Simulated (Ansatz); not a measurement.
Below is the output of a Python script on the Python package of Ansatz (0.2.0) that makes a comparison of norm-conserving and PAW potentials of Ti₃Ga, space group I4/mmm. Write a script that gives it. Level of theory (first run): LDA, PAW, the default cutoff (420 eV here), 8×8×8 k-points, Fermi-Dirac smearing of 0.1 eV.

```yaml
crystal:
  lattice:
    - [-1.95199, 1.95199, 4.26365]
    - [1.95199, -1.95199, 4.26365]
    - [1.95199, 1.95199, -4.26365]
  atoms:
    - { symbol: Ti, position: [0.75000, 0.25000, 0.50000] }
    - { symbol: Ti, position: [0.25000, 0.75000, 0.50000] }
    - { symbol: Ti, position: [0.50000, 0.50000, 0.00000] }
    - { symbol: Ga, position: [0.00000, 0.00000, 0.00000] }
```

Output of `python ti3ga.py`:
```text
DeckWarning: basis.ecutwfc = 420 eV, auto-derived from the records' recommended cutoffs: set by Ti (normal level)
DeckWarning: output.stress: scf.convergence.dr2_threshold = 1e-9 eV is looser than the 4e-10 eV advised for a printed stress (1e-10 eV for each atom of the cell: 4). What an SCF threshold leaves in a [...]
PAW levels at the first k-point near E_F: [-2.561 -2.354 -1.183 -1.183 -1.065 -0.328  0.411  0.411  0.473  1.626
  1.781  2.055]
DeckWarning: basis.ecutwfc = 1142.878222 eV, auto-derived from the records' recommended cutoffs: set by Ti (normal level)
norm-conserving levels at the first k-point near E_F: [-2.565 -2.357 -1.186 -1.186 -1.064 -0.33   0.413  0.413  0.47   1.629
  1.782  2.057]
treatment = PAW; electrons in bands = 49.0; P GPa = -7.7629; max force component eV/A = 0.0; gap by band count eV = 0.0
treatment = norm-conserving; electrons in bands = 49.0; P GPa = -7.7617; max force component eV/A = 0.0; gap by band count eV = 0.0
```
(Warnings from the package without file and line, shortened.)

One script that gives this output:

`ti3ga.py`
```python
# -*- coding: utf-8 -*-
"""Two kinds of potentials on Ti3Ga."""

import ansatz as az
import numpy as np


def count_gap(report):
    # lowest empty less highest filled band, counting bands; zero where they overlap
    return max(report.get("gap_by_band_count_ev") or 0.0, 0.0)

structure = (
    az.Lattice.from_parameters(5.079292, 5.079292, 5.079292, alpha=134.79902, beta=134.79902, gamma=65.84264)
    .atom("Ti", (0.75, 0.25, 0.5))
    .atom("Ti", (0.25, 0.75, 0.5))
    .atom("Ti", (0.5, 0.5, 0.0))
    .atom("Ga", (0.0, 0.0, 0.0))
)

calc = (
    structure.calculation()
    .occupations("fermi_dirac", width=0.1)
    .kpoints(8)
    .functional(az.Functional.LDA)
    .scf(tolerance=1e-09)
    .stress()
    .forces()
    .band_table()
)
variants = {
    "PAW": calc.pseudopotentials("paw"),
    "norm-conserving": calc.pseudopotentials("nc"),
}
# totals differ by the cores that each treatment holds, so compare what does not depend on them
rows = []
for label, variant in variants.items():
    data = variant.run().report
    levels = np.array(data["eigenvalues_ev"][0]) - data["fermi_energy_ev"]
    print(label, "levels at the first k-point near E_F:", np.round(levels[np.abs(levels) < 5], 3))
    rows.append((label, data["n_electrons"], np.trace(data["stress_gpa"]) / 3, float(np.abs(data["forces_ev_ang"]).max()), count_gap(data)))
for row in rows:
    print("; ".join(f"{name} = {round(v, 4) if isinstance(v, float) else v}" for name, v in zip(["treatment", "electrons in bands", "P GPa", "max force component eV/A", "gap by band count eV"], row)))
```

PAW gives -7.763 GPa and norm-conserving -7.762 GPa, 0.001 GPa apart. They took 14.1 and 54.4 s of processor time.

What to keep in mind:
- The run is spin-unpolarised.
- The computed bands are complete only to about 1.7 eV above the Fermi level.
- The mesh is modest for a metal, so energies can be off by several to tens of meV an atom and pressures by half a GPa or more; differences at equal mesh fare better.
- A gap by band count of zero or less means overlapping bands, a metal, and at an odd count of electrons it is no gap at all.
- At these settings the cell as given stands under about -8 GPa, so it isn't at this functional's equilibrium volume.
- This cell is a computed structure, which may not be the phase found in nature.
- Levels are Kohn-Sham eigenvalues on this mesh, without spin-orbit coupling.
- Stress is positive in compression.
- Wall time of the script: 70 s on 1 thread of Arm Neoverse N1, with other jobs on the host, peak memory 0.66 GiB.
